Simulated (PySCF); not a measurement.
# BrH15N5Ti (+2): ligand-field states

What do calculations give for the ligand-field states of BrH15N5Ti (+2) (`[NH3]->[Ti+2](<-[NH3])(<-[NH3])(<-[NH3])(<-[NH3])[Br]`)?

Computed with PySCF 2.14.0 and routines of our own; the level stands in each step. Atoms count from 0.

### Step 1. The starting structure

22 atoms, charge 2, states of the metal's open shell are computed; geometry from: GFN2-xTB, shaken.

### Step 2. Optimising the geometry at B3LYP-D3(BJ)/def2-SVP

The job: settings as JSON, then the geometry in Å.

```
{"job": {"xc": "B3LYP", "basis": "def2-SVP", "d3": "d3bj", "grid": 1, "maxiter": 40, "kind": "geom"}, "charge": 2, "metal": "Ti", "open_shell": "d1"}
Ti     0.001230     0.011260     0.467550
Br    -0.018380     0.003810     2.909390
N     -0.016530     0.049230    -1.721800
H     -0.815140     0.554560    -2.114070
H     -0.073220    -0.911430    -2.151870
H      0.823200     0.437360    -2.146310
N      2.160390    -0.043400     0.256920
H      2.621490     0.854390     0.038090
H      2.581500    -0.691310    -0.434730
H      2.639830    -0.281300     1.171430
N     -2.211650    -0.029250     0.276120
H     -2.636690     0.904270     0.079430
H     -2.646680    -0.312890     1.153340
H     -2.583330    -0.644820    -0.425060
N     -0.001610     2.208510     0.329070
H      0.016650     2.624290    -0.634660
H      0.808790     2.674550     0.795950
H     -0.813180     2.660720     0.760800
N     -0.000670    -2.180150     0.326690
H      0.077150    -2.604890     1.248190
H      0.782750    -2.622960    -0.192640
H     -0.857460    -2.626430    -0.084250
```

Run with:

```bash
$ OMP_NUM_THREADS=1 python lf_run.py task.json out
```

The driver reads the jobs from task.json and runs them one after another.

Output:

```text
step   0  E = -3705.54960033  max force = 0.036366
step   1  E = -3705.55928289  max force = 0.008824
step   2  E = -3705.55995046  max force = 0.002276
step   3  E = -3705.56014642  max force = 0.001072
step   4  E = -3705.56019023  max force = 0.001199
step   5  E = -3705.56021310  max force = 0.000621
step   6  E = -3705.56021586  max force = 0.000401
optimisation converged
```

It took 11 min on 1 thread of Arm Neoverse N1, shared host; peak memory 0.93 GiB.

Step by step:

```csv
step,energy from step 0 (eV),largest force component (eV/Å)
0,0.0000,1.8700
1,-0.2635,0.4537
2,-0.2816,0.1170
3,-0.2870,0.0551
4,-0.2882,0.0617
5,-0.2888,0.0319
6,-0.2889,0.0206
```

Close pairs (by a distance rule), those that changed most:

```csv
bond,before (Å),after (Å),change (Å)
Ti0–N2,2.190,2.294,+0.105
Ti0–N6,2.170,2.251,+0.081
Ti0–Br1,2.442,2.367,-0.075
Ti0–N18,2.196,2.254,+0.058
Ti0–N14,2.202,2.254,+0.053
N6–H9,1.060,1.028,-0.032
Ti0–N10,2.222,2.252,+0.030
N2–H4,1.054,1.027,-0.027
```

The end geometry stands in the next job.

```csv
at the end point,value
point group (found at 0.08 Å tolerance),C1
"rotational constants (GHz, main isotopes)","1.341, 0.785, 0.784"
⟨S²⟩,0.755
```

### Step 3. Ligand-field states: state-averaged CASSCF

The job: settings as JSON, then the geometry in Å.

```
{"job": {"kind": "lf", "basis": {"metal": "x2c-TZVPall", "ligand": "x2c-SVPall"}, "nevpt": true, "tol": 5}, "charge": 2, "metal": "Ti", "open_shell": "d1"}
Ti     0.000000     0.000000     0.000000
Br    -0.009023     0.069385     2.366170
N     -0.011516     0.039534    -2.294076
H     -0.796884     0.564351    -2.696277
H     -0.072501    -0.889150    -2.727889
H      0.825810     0.463892    -2.709815
N      2.244551    -0.030834    -0.168747
H      2.699210     0.864704    -0.380641
H      2.679818    -0.705004    -0.808448
H      2.596858    -0.282231     0.763749
N     -2.244846    -0.032508    -0.171504
H     -2.700097     0.870679    -0.346655
H     -2.599694    -0.322185     0.748756
H     -2.678171    -0.679307    -0.840048
N      0.007726     2.252360    -0.096071
H      0.030449     2.738805    -0.999444
H      0.804757     2.626525     0.432526
H     -0.807260     2.636104     0.396937
N      0.006055    -2.250253    -0.123263
H      0.074057    -2.572297     0.850809
H      0.787831    -2.708976    -0.604672
H     -0.835792    -2.709805    -0.488611
```

With the program's defaults for keys left out, this is: state-averaged CASSCF of the metal d shell, SC-NEVPT2 on the averaged canonical orbitals, state-interaction spin-orbit coupling.

Output:

```text
basis functions 225, electrons 105, active (1e, 5o)
stage 1: DIIS on the effective Fock matrix, level shift 0.30
cycle   1  E = -3736.8046741902  dE = -3.737e+03  max|g| = 1.161e+00
cycle   2  E = -3737.3467320963  dE = -5.421e-01  max|g| = 5.061e-01
cycle   3  E = -3737.3953362254  dE = -4.860e-02  max|g| = 1.465e-01
cycle   4  E = -3737.4038960599  dE = -8.560e-03  max|g| = 2.104e-02
cycle   5  E = -3737.4042347401  dE = -3.387e-04  max|g| = 4.609e-02
cycle   6  E = -3737.4030124007  dE =  1.222e-03  max|g| = 6.980e-02
cycle   7  E = -3737.4015036703  dE =  1.509e-03  max|g| = 8.710e-02
cycle   8  E = -3737.3979183187  dE =  3.585e-03  max|g| = 1.192e-01
cycle   9  E = -3737.3920195764  dE =  5.899e-03  max|g| = 1.614e-01
cycle  10  E = -3737.3795127909  dE =  1.251e-02  max|g| = 2.287e-01
cycle  11  E = -3737.3552723171  dE =  2.424e-02  max|g| = 3.309e-01
cycle  12  E = -3737.3202902306  dE =  3.498e-02  max|g| = 4.498e-01
cycle  13  E = -3737.2519322895  dE =  6.836e-02  max|g| = 6.406e-01
cycle  14  E = -3737.0803970458  dE =  1.715e-01  max|g| = 1.012e+00
cycle  15  E = -3736.7366174344  dE =  3.438e-01  max|g| = 1.538e+00
stage 2: quasi-Newton rotations from the point of smallest gradient
cycle  17  E = -3737.4060940641  dE = -2.198e-03  max|g| = 1.292e-02
cycle  18  E = -3737.4063721888  dE = -2.781e-04  max|g| = 5.656e-03
cycle  19  E = -3737.4063957400  dE = -2.355e-05  max|g| = 8.488e-04
cycle  20  E = -3737.4063974341  dE = -1.694e-06  max|g| = 6.084e-04
cycle  21  E = -3737.4063977405  dE = -3.065e-07  max|g| = 1.649e-04
cycle  22  E = -3737.4063977692  dE = -2.865e-08  max|g| = 2.189e-05
cycle  23  E = -3737.4063977723  dE = -3.148e-09  max|g| = 6.806e-06
converged average energy = -3737.4063977723

 mult deg   label        CASSCF/cm-1   NEVPT2/cm-1
   2   1   2T2g                0.0           0.0
   2   1   2T2g             2312.2        2651.3
   2   1   2T2g             2464.7        2826.0
   2   1   2Eg             15439.7       17638.8
   2   1   2Eg             17258.1       19423.8

spin-orbit levels / cm-1
      0.00  x2  2T2g 1.00
   2607.63  x2  2T2g 0.82 2T2g 0.18
   2879.79  x2  2T2g 0.82 2T2g 0.18
  17644.58  x2  2Eg 1.00
  19428.38  x2  2Eg 1.00
```

Wall time 52 s (1 thread of Arm Neoverse N1, shared host); peak memory 0.68 GiB.

From this job:

```csv
quantity,value
spin-orbit constant ζ,116 cm⁻¹
```

Powder susceptibility:

```csv
T (K),χT (cm³ K/mol),μ(eff)
2,0.347,1.67
5,0.347,1.67
10,0.348,1.67
20,0.349,1.67
30,0.351,1.68
50,0.354,1.68
75,0.357,1.69
100,0.361,1.70
150,0.368,1.72
200,0.376,1.73
250,0.383,1.75
300,0.390,1.77
```

### Step 4. Results

| quantity | value |
| --- | --- |
| point group | C1 |
| rotational constants (main isotopes) | 1.34, 0.79, 0.78 GHz |
| spin-orbit constant ζ (step 3, state-averaged CASSCF) | 116 cm⁻¹ |
| ground multiplicity, μ(eff) at 300 K (step 3, 6 donors at 2.25 to 2.37 Å) | 2, 1.77 μB |

In words: Relaxing lowered the energy by 0.289 eV in 6 steps; the close pair that moved most is Ti0–N2, from 2.190 to 2.294 Å. In step 3, χT goes from 0.35 at 2 K to 0.39 cm³ K/mol at 300 K, as higher levels fill or mix in.
